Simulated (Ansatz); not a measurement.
C₂H₇AlTe, SMILES [AlH2][CH2]C[TeH]: an atomisation energy, run with Ansatz's Python interface.

Script `tae_c2h7alte.py`:
```python
"""Energy to split C2H7AlTe into its atoms."""

from collections import Counter

import ansatz as az


def energy(molecule, charge=0, unpaired=0):
    calc = (
        molecule.calculation()
        .basis(gaussian="def2-SVP")
        .functional("PBE0", dispersion="d4")
    )
    if charge:
        calc = calc.charge(charge)
    if unpaired:
        calc = calc.spin("collinear", total=unpaired)
    report = calc.run().report
    if report["published_state_doubts"]:
        print("  doubts:", report["published_state_doubts"])
    return report["free_energy_ev"]

geometry_ang = [
    ("Al", (-0.9692, 1.8032, -0.0611)),
    ("C", (-0.1851, 0.2194, 0.7389)),
    ("C", (0.3594, -0.6963, -0.3441)),
    ("Te", (1.3519, -2.4152, 0.58)),
    ("H", (-1.0138, 2.0277, -1.6764)),
    ("H", (-1.6848, 2.9708, 0.8635)),
    ("H", (-0.931, -0.3141, 1.3267)),
    ("H", (0.6654, 0.5678, 1.42)),
    ("H", (-0.4082, -1.0188, -0.9757)),
    ("H", (1.1769, -0.1662, -0.8904)),
    ("H", (1.7038, -3.0352, -0.9608)),
]
mol = az.Crystal.molecule()
for symbol, xyz in geometry_ang:
    mol = mol.atom(symbol, xyz)

# unpaired electrons of the ground-state atoms
unpaired = {"Al": 1, "C": 2, "Te": 2, "H": 1}
counts = Counter(site.symbol for site in mol.cartesian_sites)
atom_energy = {s: energy(az.Crystal.molecule().atom(s, (0, 0, 0)), 0, unpaired[s]) for s in counts}
whole = energy(mol, 0, 0)
for s, e in atom_energy.items():
    print(f"{s:2s} x{counts[s]}  {e:14.5f} eV")
print(f"C2H7AlTe: {whole:.5f} eV")
split = sum(counts[s] * e for s, e in atom_energy.items()) - whole
print(f"atomisation energy (no zero-point term): {split:.3f} eV, {split / sum(counts.values()):.3f} eV an atom")
```

What does it cost to take this molecule apart into atoms?

35.869 eV from the electronic energies, without the zero-point term.

What the script printed:

```console
$ python tae_c2h7alte.py
Al x1     -6589.62994 eV
C  x2     -1027.52001 eV
Te x1     -7292.27012 eV
H  x7       -13.61361 eV
C2H7AlTe: -16068.10436 eV
atomisation energy (no zero-point term): 35.869 eV, 3.261 eV an atom
```

Reading the output:
- Total energies depend on the basis set; only differences at equal settings carry meaning.
- The geometry is a force-field or estimated start, not a minimum of this method, and the basis set is short of its limit. All parts are taken at fixed geometry, without zero-point energy.
- def2 sets replace the cores of elements past krypton by effective core potentials.
- The spin-orbit lowering of heavy atoms is left out.
- Run time: 6.3 s on 1 thread of Arm Neoverse V1, with other jobs on the host, peak memory 0.29 GiB.

(Lines on the test bed's own set-up are left out of the output.)
